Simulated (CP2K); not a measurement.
HPbNO4: single point with PBE+D4

The system is HPbNO4.

```
CELL_PARAMETERS angstrom
4.12042 0.00000 0.00000
0.00263 6.42744 0.00000
0.00621 3.27160 7.72297
ATOMIC_POSITIONS crystal
H 0.90366 0.21821 0.48851
H 0.40337 0.78177 0.51142
Pb 0.39455 0.30863 0.70725
Pb 0.89489 0.69135 0.29266
N 0.63409 0.19990 0.20730
N 0.13386 0.80012 0.79275
O 0.90829 0.32866 0.54369
O 0.53792 0.39076 0.19497
O 0.53483 0.11279 0.10602
O 0.83718 0.08887 0.32672
O 0.40817 0.67132 0.45624
O 0.03774 0.60924 0.80520
O 0.03429 0.88737 0.89397
O 0.33716 0.91101 0.67330
```

The cell was built by a generator and needn't be a form met in nature.

```json
{
 "Program": "CP2K 2026.2",
 "Task": "single point",
 "Functional": "PBE",
 "Dispersion": "D4",
 "Potentials or basis": "GTH_POTENTIALS H GTH-PBE-q1, Pb GTH-PBE-q4, N GTH-PBE-q5, O GTH-PBE-q6; DZVP-MOLOPT-SR-GTH basis",
 "Density cutoff": "8163 eV",
 "k mesh": "5 × 4 × 3",
 "Occupations": "fermi-dirac, width 0.05 eV",
 "Spin": "no spin polarisation"
}
```

| Quantity | Value |
| --- | --- |
| Pressure | 0.1 GPa |
| Band gap on the k mesh | 3.33 eV, indirect (least direct gap 3.39 eV) |
| Mulliken charges | H +0.15; Pb +1.06; N +0.28; O -0.64, -0.25, -0.26, -0.34 e |

Stress tensor (GPa, compression positive):
```
-0.26  0.00  0.00
 0.00  0.62  0.09
 0.00  0.09 -0.13
```

Levels at points of the mesh, in eV from the valence-band top:
| k point | band 32 | band 33 | band 34 | band 35 | band 36 | band 37 |
| --- | --- | --- | --- | --- | --- | --- |
| (0.00, 0.00, 0.00) | -0.25 | -0.18 | -0.15 | 3.39 | 3.61 | 4.49 |
| (0.00, 0.50, 0.00) | -0.36 | -0.29 | -0.19 | 3.54 | 3.67 | 4.27 |

Wall time 31 s on 6 MPI ranks on Arm Neoverse V1 (shared host).

Caveat: Mulliken charges move with the basis; spin-orbit coupling is left out, which as a rule narrows the gap of such compounds by several tenths of an eV; an odd mesh through Γ misses points on the zone boundary, where band edges often lie; the basis of atomic orbitals isn't converged, which shifts pressures, moduli and gaps. PBE gaps usually lie below the measured ones, often by a third to a half.
